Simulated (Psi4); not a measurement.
# A Psi4 job on C2H2BrNO (SMILES [H]/N=C(\Br)C=O)

Aim: energy and forces of C2H2BrNO.

Program for the calculation: Psi4 1.11.

5 further runs of the same task are left out: 1 that didn't finish, 4 set aside as unsound or not needed.

### 1 The molecule

C2H2BrNO: 7 atoms, total charge 0, spin state singlet. SMILES: `[H]/N=C(\Br)C=O`. Geometry: relaxed at PBE0-D4/def2-TZVP. This is one conformer, not always the lowest.

Bond lengths: N1–C2 1.250 Å, C2–Br3 1.906 Å, C2–C4 1.507 Å, C4–O5 1.192 Å, N1–H6 1.018 Å, C4–H7 1.106 Å. Angles: N1–C2–Br3 126.4°, N1–C2–C4 118.4°, Br3–C2–C4 115.2°, C2–C4–O5 124.6°, C2–N1–H6 114.2°, C2–C4–H7 111.5°, O5–C4–H7 123.9°.

### 2 The input as written

Contents of input.inp:

```
memory 1600 MB

molecule mol {
  N     -0.874900     0.978400     0.490000
  C     -0.064000     0.036300     0.358900
  Br     0.692100    -1.008700     1.761600
  C      0.382200    -0.338500    -1.031400
  O      1.149600    -1.215900    -1.283000
  H     -1.131900     1.176500     1.454700
  H     -0.091900     0.304000    -1.796600
  symmetry c1
}

set basis def2-SVPD
set reference rks
set scf_type df
set soscf true

e_tot, wfn = gradient("r2scan", return_wfn=True)
```

The run is started by

```console
psi4 -n 1 input.inp input.out
```

input.out:

```text
Psi4 1.11 release

gradient() will perform analytic gradient computation.

   => Loading Basis Set <=

    Name: DEF2-SVPD
    Role: ORBITAL
    Keyword: BASIS

         ---------------------------------------------------------
                                   SCF
                              RKS Reference
                        1 Threads,   1525 MiB Core
         ---------------------------------------------------------

  ==> Geometry <==

    Molecular point group: c1
    Full point group: C1

    Geometry (in Angstrom), charge = 0, multiplicity = 1:

[... 88 lines left out ...]
    Weights Tolerance      =       1.00E-15
[... 40 lines left out ...]
  ==> Pre-Iterations <==

  SCF Guess: Superposition of Atomic Densities via on-the-fly atomic UHF (no occupation information).

   -------------------------
    Irrep   Nso     Nmo
   -------------------------
     A        140     140
   -------------------------
    Total     140     140
   -------------------------

  ==> Iterations <==

                           Total Energy        Delta E     RMS |[F,P]|

   @DF-RKS iter SAD: -2779.21164302616125   -2.77921e+03   0.00000e+00
   @DF-RKS iter   1: -2780.44196345592900   -1.23032e+00   1.10697e-02 ADIIS/DIIS
   @DF-RKS iter   2: -2780.04037319914323    4.01590e-01   1.24668e-02 ADIIS/DIIS
   @DF-RKS iter   3: -2780.76392801669863   -7.23555e-01   4.66977e-03 ADIIS/DIIS

RuntimeError:
Fatal Error: Vx: RKS does not support rotated V builds for MGGA's

Printing out the relevant lines from the Psithon --> Python processed input file:
    core.IO.set_default_namespace("mol")
    core.set_global_option("BASIS", "def2-SVPD")
    core.set_global_option("REFERENCE", "rks")
    core.set_global_option("SCF_TYPE", "df")
    core.set_global_option("SOSCF", "true")
--> e_tot, wfn = gradient("r2scan", return_wfn=True)

!----------------------------------------------------------------------------------!
!                                                                                  !
! Fatal Error: Vx: RKS does not support rotated V builds for MGGA's                !
!                                                                                  !
!----------------------------------------------------------------------------------!

    Psi4 run time: 0:00:07.06
```

Wall time 8.1 s (1 thread of INTEL XEON PLATINUM 8581C at 2.30GHz (Emerald Rapids), shared host); peak memory 0.95 GiB.

### 3 Diagnosis

The job broke off with an error.

The log says `Fatal Error: Vx: RKS does not support rotated V builds for MGGA's`. To mend it: soscf at its default in place of yes. As typed, the program can't run this.
